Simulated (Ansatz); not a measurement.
# Iron, diamond under PBEsol: structure, energy and stiffness

Aim: take iron in the diamond structure, relax it, solve it on a dense k-mesh, then scale the cell to 7 volumes from 88 to 112 % of the relaxed one and try a fit of the equation of state. The start is antiferromagnetic. The k-meshes are 11×11×11 for the relaxation; 19×19×19 for the dense run; 13×13×13 for the volumes.

This is Fe in the diamond structure; at room conditions it is bcc.

Computed with Ansatz 0.2.0 (DFT PBEsol, plane waves (420 eV) with PAW, scalar-relativistic; PBE-made PAW files, unless a step says otherwise).

## 1. The starting structure

The structure is cubic, space group Fd-3m (No. 227). The conventional cell has a = 5.029 Å, b = 5.029 Å, c = 5.029 Å, α = 90.00°, β = 90.00°, γ = 90.00°. Fe (site symmetry -43m) has 4 Fe at 2.18 Å as nearest neighbours.

As a file:

```xyz
2
Lattice="0.0000 2.5145 2.5145 2.5145 0.0000 2.5145 2.5145 2.5145 0.0000" Properties=species:S:1:pos:R:3 pbc="T T T"
Fe    0.6286    0.6286    0.6286
Fe    4.4004    4.4004    4.4004
```

The atoms start with moments of +2.5, -2.5 μB.

## 2. Relaxing cell and atoms

The input, input.yaml:

```yaml
crystal:
  lattice:
    - [0.0, 2.514509054, 2.514509054]
    - [2.514509054, 0.0, 2.514509054]
    - [2.514509054, 2.514509054, 0.0]
  atoms:
    - { symbol: Fe, position: [0.125, 0.125, 0.125], spin: 2.5 }
    - { symbol: Fe, position: [0.875, 0.875, 0.875], spin: -2.5 }
hamiltonian:
  xc: pbesol
  pseudopotentials:
    kind: paw
    azcp:
      Fe: "pseudopotentials/Fe.paw.azcp"
basis:
  ecutwfc: 420
  fft_grid_basis: typed
kpoints:
  mp_grid: { grid: [11, 11, 11], shift: [0, 0, 0] }
magnetization:
  spin_polarized: true
scf:
  occupations: { method: fermi_dirac, width: 0.05 }
relax:
  max_steps: 60
  f_tol: 0.01
  cell: {}
```

After this run come: Single point on a dense mesh; Volume × 0.88; Volume × 0.92; Volume × 0.96; Volume × 1.0; Volume × 1.04; Volume × 1.08; Volume × 1.12.

**Question.** What will these runs give? Wanted: space group; conventional cell; volume; shortest distance; gap on the mesh; magnetic state; relative to bcc, ferromagnetic; V₀, B₀, B₀′.

As calculated:

```
                      quantity                         value
space group (spins left aside)               Fd-3m (No. 227)
             conventional cell                   a = 4.805 Å
                        volume                13.866 Å³/atom
             shortest distance                       2.081 Å
               gap on the mesh  none (levels filled in part)
                magnetic state                  non-magnetic
relative to bcc, ferromagnetic                +1294 meV/atom
                   V₀, B₀, B₀′  13.857 Å³/atom, 175 GPa, 4.4
```

The relaxation shrank the cell by 12.8 % in volume. Against the reference form of iron (bcc, ferromagnetic, computed apart with the same settings) it stands 1294 meV/atom higher; part of this is magnetic energy, as this run has no moments. The starting moments do not survive. Levels at the Fermi energy are filled in part, as in a metal. B₀ comes out at 175 GPa. Relaxation kept the symmetry; phonons were not checked.
